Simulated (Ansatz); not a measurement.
# MoCl+ (quintet): wave-function methods side by side, def2-TZVPP

One table from this session's results is given with a row withheld; the runs are named, their logs left out.

Method: def2-TZVPP, core rule «outside noble gas», up to 9 orbitals frozen; program: Ansatz 0.2.0, Gaussian basis.

Plan: UHF; ROHF; CCSD(T) on UHF.

### The system

The geometry is a PBE0/def2-TZVP stationary point (not a proven minimum) of the parent state, kept for this charge and spin. No spin-orbit coupling is included. Elements past krypton take def2 core potentials.

2 atoms, charge 1, spin multiplicity 5.

Atoms are counted from 1 here; the program's logs count them from 0.

Bond lengths: Mo1–Cl2 2.281 Å.

The first run:

The input, in.yaml:

```yaml
crystal:
  periodic: [false, false, false]
  atoms:
    - {symbol: Mo, position_ang: [0.000000, 0.000000, 0.000000]}
    - {symbol: Cl, position_ang: [0.000000, 0.000000, 2.280600]}
basis:
  gaussian: {orbitals: def2-TZVPP}
total_charge: 1
magnetization: {spin_polarized: true, initial_magnetization: 4}
hamiltonian: {xc: hf}
output: {orbitals: {seedname: orbitals}}
```

Command:

```
$ ansatz run in.yaml --threads 1 --pin off --events-out ev --progress --plain --max-ram 4096MiB --backend cpu
```

Among the steps run: UHF; ROHF; CCSD(T) on UHF.

One table of the session follows, with a row left open; its other results are not shown here.

It belongs to the step «Misses and costs». 

```
  method  from UCCSD(T) (kcal/mol)
    ROHF                   +193.63
     UHF                         ?
    UMP2                    +22.81
   UCCSD                     +8.53
UCCSD(T)                         0
```

Q: Estimate the row for UHF from the others.

As computed: from UCCSD(T) (kcal/mol): +189.49. In the column «from UCCSD(T) (kcal/mol)» it lies between UMP2 (+22.81) and ROHF (+193.63).
